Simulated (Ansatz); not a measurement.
# HfAlO: the cost of one run

Program: Ansatz 0.2.0. Level of theory: DFT PBE, scalar-relativistic, plane waves, PAW. These are calculated values, not measurements.

### Step 1. The starting structure

It takes space group P4_2/mmc (No. 131, tetragonal). The conventional cell has a = 3.717 Å, b = 3.717 Å, c = 5.256 Å, α = 90.00°, β = 90.00°, γ = 90.00°. Around Hf (site symmetry -4m2) lie 4 O at 2.28 Å. Al (site symmetry -4m2) is surrounded by 4 O at 2.28 Å. Around O (site symmetry mmm) lie 4 Hf at 2.28 Å and 4 Al at 2.28 Å.

Structure file:

```cif
data_structure
_symmetry_space_group_name_H-M 'P4_2/mmc'
_symmetry_Int_Tables_number 131
_cell_length_a 3.7166
_cell_length_b 3.7166
_cell_length_c 5.2561
_cell_angle_alpha 90.000
_cell_angle_beta 90.000
_cell_angle_gamma 90.000
_cell_volume 72.60
loop_
_atom_site_label
_atom_site_type_symbol
_atom_site_symmetry_multiplicity
_atom_site_Wyckoff_symbol
_atom_site_fract_x
_atom_site_fract_y
_atom_site_fract_z
_atom_site_occupancy
Hf1 Hf 2 f 0.50000 0.50000 0.25000 1
Al1 Al 2 e 0.00000 0.00000 0.75000 1
O1 O 2 c 0.00000 0.50000 0.00000 1
```

The cell is invented: ordered mixture on the cation sites of antifluorite (P4_2/mmc, No. 131). The dimensions are guesses.

### Step 2. A first look at the guess

Contents of input.yaml:

```yaml
crystal:
  lattice:
    - [3.71663563, 0.0, 0.0]
    - [0.0, 3.71663563, 0.0]
    - [0.0, 0.0, 5.25611651]
  atoms:
    - { symbol: Hf, position: [0.5, 0.5, 0.25] }
    - { symbol: Hf, position: [0.5, 0.5, 0.75] }
    - { symbol: Al, position: [0.0, 0.0, 0.75] }
    - { symbol: Al, position: [0.0, 0.0, 0.25] }
    - { symbol: O, position: [0.0, 0.5, 0.0] }
    - { symbol: O, position: [0.5, 0.0, 0.5] }
basis:
  ecutwfc: 420
kpoints:
  mp_grid: { grid: [6, 6, 4] }
hamiltonian:
  xc: pbe
scf:
  occupations: { method: gaussian, width: 0.1 }
  lower_state_search: "off"
output:
  forces: true
  stress: true
  eigenvalues: true
```

Run with:

```
ansatz run input.yaml --threads 1 --pin off --max-ram 2048MiB --backend cpu --events-out ev --progress --plain --runs-dir out
```

What time and memory should one allow on 1 thread of Intel Xeon Platinum 8259CL at 2.50GHz (Skylake/Cascade Lake), shared host?

About 6.6 s, with a peak of 0.43 GiB.
